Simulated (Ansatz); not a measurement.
LiBH4, space group F-43m, an SCF with some post-processing

With the Ansatz DFT code, driven from Python.

Typed at the interpreter:
```pycon
>>> from pathlib import Path
>>> import warnings
>>> import ansatz as az
>>> from ase.io.cube import read_cube_data
>>> from ase.units import Bohr
>>> import numpy as np
>>> FUNCTIONAL = 'pbesol'
>>> KGRID = (6, 6, 6)
>>> TOLERANCE = 1e-07
>>> warnings.simplefilter('ignore', az.DeckWarning)
>>> crystal = (
...     az.Lattice.of((0.0, 2.855319, 2.855319), (2.855319, 0.0, 2.855319), (2.855319, 2.855319, 0.0))
...     .atom('Li', (0.0, 0.0, 0.0))
...     .atom('B', (0.5, 0.5, 0.5))
...     .atom('H', (0.37678667, 0.37678667, 0.37678667))
...     .atom('H', (0.86964, 0.37678667, 0.37678667))
...     .atom('H', (0.37678667, 0.37678667, 0.86964))
...     .atom('H', (0.37678667, 0.86964, 0.37678667))
... )
>>> setup = (
...     crystal.calculation()
...     .functional(FUNCTIONAL)
...     .kpoints(*KGRID)
...     .occupations(az.OccupationsMethod.FIXED)
...     .scf(tolerance=TOLERANCE)
...     .density()
...     .output_files(volumetric_format='cube')
...     .populations()
...     .band_table()
...     .stress()
... )
>>> history = []
>>> res = setup.session().plan().execute(on_event=lambda event: history.append(event['data']['dr2_ev']) if event['event'] == 'scf_iter' else None)

>>> report = res.report
>>> res.unlabelled_reasons
['no_forces']
>>> report['kpoints_frac'][:4]
[[0.0, 0.0, 0.0], [0.0, 0.0, 0.16666666666666666], [0.0, 0.0, 0.3333333333333333], [0.0, 0.0, -0.5]]
>>> report['n_kpoints'], report['n_symmetry_ops'], report['n_pw']
(16, 24, 941)
>>> print('density residual by iteration (eV):', ' '.join(f'{value:.1e}' for value in history[:40]))
density residual by iteration (eV): 2.9e-02 2.8e-03 1.6e-04 2.7e-06 5.4e-08 6.7e-10
>>> energy = report['free_energy_ev']
>>> print('LiBH4: {:.6f} eV = {:.6f} Ry = {:.6f} Ha'.format(energy, energy / 13.605693, energy / 27.211386))
LiBH4: -419.823712 eV = -30.856474 Ry = -15.428237 Ha
>>> print('Fermi level {:.4f} eV, {} k-points, {} symmetry operations'.format(report['fermi_energy_ev'], report['n_kpoints'], report['n_symmetry_ops']))
Fermi level -1.2638 eV, 16 k-points, 24 symmetry operations
>>> # cube files hold the density in electrons per cubic bohr
>>> folder = Path(res.write_results('cubes'))
>>> print('\n'.join((folder / 'rho.cube').read_text().splitlines()[: 6 + 6]))
ansatz rho
values in e/bohr^3 (x slowest, z fastest)
    6    0.000000    0.000000    0.000000
   27    0.000000    0.199843    0.199843
   27    0.199843    0.000000    0.199843
   27    0.199843    0.199843    0.000000
    3    3.000000    0.000000    0.000000    0.000000
    5    5.000000    5.395771    5.395771    5.395771
    1    1.000000    4.066109    4.066109    4.066109
    1    1.000000    4.066109    6.725433    6.725433
    1    1.000000    6.725433    6.725433    4.066109
    1    1.000000    6.725433    4.066109    6.725433
>>> values, cube_atoms = read_cube_data(str(folder / 'rho.cube'))
>>> print('electrons from the file:', round(values.mean() * cube_atoms.get_volume() / Bohr ** 3, 3))
electrons from the file: 10.0
>>> files = Path(res.write_results('tables'))
>>> print((files / 'populations.tsv').read_text())
# site	symbol	l	j	q
# orbitals = lowdin
# n_electrons = 10.000000
# spilling = 0.003509
0	Li	0_1S	-	1.983871
0	Li	0_2S	-	0.146907
1	B	0_2S	-	0.797511
1	B	1_2P	-	3.021194
2	H	0_1S	-	1.003858
3	H	0_1S	-	1.003858
4	H	0_1S	-	1.003858
5	H	0_1S	-	1.003858
>>> for term in (az.EnergyTerm.SMEARING, az.EnergyTerm.DISPERSION):
...     print(f'F without {term.name.lower()}: {az.free_energy_without(report, term):.5f} eV')
...
F without smearing: -419.82371 eV
F without dispersion: -419.82371 eV
>>> print(setup.to_python())
(
    az.Lattice.of(((0.0, 2.855319, 2.855319), (2.855319, 0.0, 2.855319), (2.855319, 2.855319, 0.0)))
    .atom("Li", (0.0, 0.0, 0.0))
    .atom("B", (0.5, 0.5, 0.5))
    .atom("H", (0.37678667, 0.37678667, 0.37678667))
    .atom("H", (0.86964, 0.37678667, 0.37678667))
    .atom("H", (0.37678667, 0.37678667, 0.86964))
    .atom("H", (0.37678667, 0.86964, 0.37678667))
    .calculation()
    .kpoints(6, 6, 6)
    .functional("pbesol")
    .scf(tolerance=1e-07)
    .occupations(method="fixed")
    .density()
    .output_files(volumetric_format="cube")
    .populations()
    .stress()
    .band_table(publish=True)
)
>>> # direct or indirect, as far as the mesh can tell
>>> levels = np.array(report['eigenvalues_ev'])
>>> filled = round(report['n_electrons'] / 2)
>>> top, bottom = levels[:, filled - 1], levels[:, filled]
>>> print('top of band', filled, 'at k =', report['kpoints_frac'][top.argmax()], f'{top.max():.4f} eV')
top of band 5 at k = [0.0, 0.0, 0.0] -1.2638 eV
>>> print('bottom of band', filled + 1, 'at k =', report['kpoints_frac'][bottom.argmin()], f'{bottom.min():.4f} eV')
bottom of band 6 at k = [0.0, 0.0, -0.5] 4.7251 eV
>>> print(f'gap by band count {bottom.min() - top.max():.3f} eV, least direct gap {(bottom - top).min():.3f} eV')
gap by band count 5.989 eV, least direct gap 6.294 eV
>>> # principal values and the von Mises stress of the deviator
>>> principal = np.linalg.eigvalsh(np.array(report['stress_gpa']))
>>> mises = np.sqrt(0.5 * sum((principal[i] - principal[i - 1]) ** 2 for i in range(3)))
>>> print('principal stresses (GPa, compression positive):', np.round(principal, 3))
principal stresses (GPa, compression positive): [-0.299 -0.299 -0.299]
>>> print(f'mean {principal.mean():.3f} GPa, von Mises {mises:.3f} GPa, PV = {principal.mean() * report["setup"]["cell_volume_ang3"] / 160.21766:.4f} eV')
mean -0.299 GPa, von Mises 0.000 GPa, PV = -0.0870 eV
```

What to keep in mind:
- Total energies depend on the potentials; only differences at equal settings carry meaning. A total without «per atom» is that of the cell as typed.
- Semilocal gaps usually lie well under measured ones.
- With fixed filling the reported Fermi level is the top filled level among the k-points of the SCF.
- The zero of the levels is a convention of the potentials, so an absolute Fermi energy is no work function.
- The program warned that this SCF threshold is loose for forces or stresses.
- Grid values close to the nuclei reflect the PAW or pseudopotential construction, not the all-electron fields.
- This cell is a computed structure, which may not be the phase found in nature.
- Gaps and levels are Kohn-Sham values on a finite set of k-points.
- The script silences the warnings on its input, which a real study should read.
- It ran for 0.8 s on 1 thread of AMD EPYC 9R45 96-Core Processor (Zen 5), on a shared host, peak memory 0.42 GiB.

(Lines on the test bed's own set-up are left out of the output.)
